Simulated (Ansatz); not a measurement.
## Time against size: PBE, supercells of Cu, on 1 × GB200

Program: Ansatz 0.2.0. No other job shared the machine, and each run was timed once from launch to exit. Hardware: a node with four NVIDIA GB200 cards and 144 Grace (Neoverse V2) cores. Times and memory are rounded to two significant figures, and ratios are formed from the unrounded values. A row is a single run, so small differences between rows aren't established. System services beside the runs took up to 5 cores (rounded up). Precision is the program's default, which can work at lower precision in parts of a run. Card memory is the largest of readings taken every 0.4 s, so short peaks can be missed, and it isn't given for runs under about 3 s. It shows what a run took, which needn't be the least that it can run in: the program holds more work at once where threads and free memory allow.

The smallest member is a 2×2×2 supercell of Cu (Fm-3m), atoms displaced at random by about 0.04 Å along each cell vector. Its input:

```yaml
crystal:
  lattice:
    - [0.000000, 3.577430, 3.577430]
    - [3.577430, 0.000000, 3.577430]
    - [3.577430, 3.577430, 0.000000]
  atoms:
    - { symbol: Cu, position: [0.018486, -0.005241, 0.003122] }
    - { symbol: Cu, position: [0.001158, 0.006603, 0.488914] }
    - { symbol: Cu, position: [-0.003279, 0.494059, -0.008496] }
    - { symbol: Cu, position: [-0.006672, 0.495948, 0.497733] }
    - { symbol: Cu, position: [0.492831, 0.003337, -0.004329] }
    - { symbol: Cu, position: [0.474717, 0.009414, 0.496902] }
    - { symbol: Cu, position: [0.494123, 0.502122, 0.001818] }
    - { symbol: Cu, position: [0.500417, 0.493244, 0.501515] }
kpoints:
  mp_grid: { grid: [5, 5, 5] }
hamiltonian:
  xc: pbe
  pseudopotentials: { azcp: { folder: soft_1 } }
scf:
  occupations: { method: fermi_dirac, width: 0.1 }
output: { forces: true }
```

The program chose a cutoff of 420 eV. The folder soft_1 holds one of the program's own sets of PAW files, generated with PBE and used with every functional where the input names it.

Command, without the flags for output files and display:

```bash
ansatz run input.yaml --backend cuda --devices 1
```

| atoms | electrons | k mesh | k points | plane waves | dense FFT grid | bands at the start | SCF iterations | threads | wall time | SCF clock | outside it | host memory (GiB) | fullest card (GiB) | remarks |
| --- | --- | --- | --- | --- | --- | --- | --- | --- | --- | --- | --- | --- | --- | --- |
| 8 | 152 | 5×5×5 | 63 | 1807 | 36×36×36 | 85 | 10 | 72 | 1.5 s | 0.39 s | 1.1 s | 1.6 |  |  |
| 18 | 342 | 3×3×5 | 23 | 4023 | 54×54×36 | 190 | 10 | 72 | 1.6 s | 0.61 s | 1.0 s | 1.7 |  |  |
| 36 | 684 | 3×3×3 | 14 | 8053 | 72×54×54 | 378 | 11 | 72 | 2.4 s | 1.2 s | 1.1 s | 2.1 |  |  |
| 64 | 1216 | 3×3×3 | 14 | 14331 | 72×72×72 | 672 | 11 | 72 | 3.8 s | 2.8 s | 1.1 s | 2.4 | 40 |  |
| 216 | 4104 | 2×2×2 | 8 | 48359 | 108×108×108 | 2268 | 12 | 72 | 15 s | 14 s | 1.3 s | 4.4 | 160 | card 160 of 185 GiB |
| 343 | 6517 | 2×2×2 | 8 | 76753 | 120×120×120 | 3602 | 12 | 72 | 41 s | 40 s | 1.4 s | 7.5 | 170 | card 174 of 185 GiB; slots 8→3 |

The SCF clock is the program's own. It runs from the start of the first SCF loop to the final result and holds forces, stress, later SCFs and response steps. Outside it lie start-up, exit and the set-up ahead of the first loop, which depends on the cell and the method.

«slots a→b»: to fit the memory the program cut the eigensolver solves (one k point and spin each) that it holds at once from a to b, which trades time for memory. «card a of b GiB» or «host a of b GiB»: the run took three quarters or more of a card's memory (or the program reckoned to fill 85 % of what was free), or 60 % or more of the host memory that it had. The program fits its work to the free memory, so such a run may be limited by memory even where its log doesn't say so. Rows whose remarks tell of memory aren't like for like with rows without. Of long logs only the start and the end were kept, so a limit that memory set in between can be missed.

The number of k points changes along the series, so the time doesn't follow the size alone.

Of the smallest member's 1.5 s, 1.1 s lies outside the SCF clock, so the wall time grows less with size than the clocked work: from 8 to 64 atoms the wall time changes by a factor of 2.6, and the time on the SCF clock by 7.0. The smallest member has under 2 s on the SCF clock, so these factors are rough.

**Question.** How long does the member with 125 atoms take (2×2×2 mesh, 8 k points, 27941 plane waves, 1313 bands)?

**Answer.** 4.9 s, in 11 SCF iterations, with 2.9 GiB of host memory and 62 GiB on the fullest card. Of the wall time 3.7 s is on the SCF clock and 1.2 s outside.
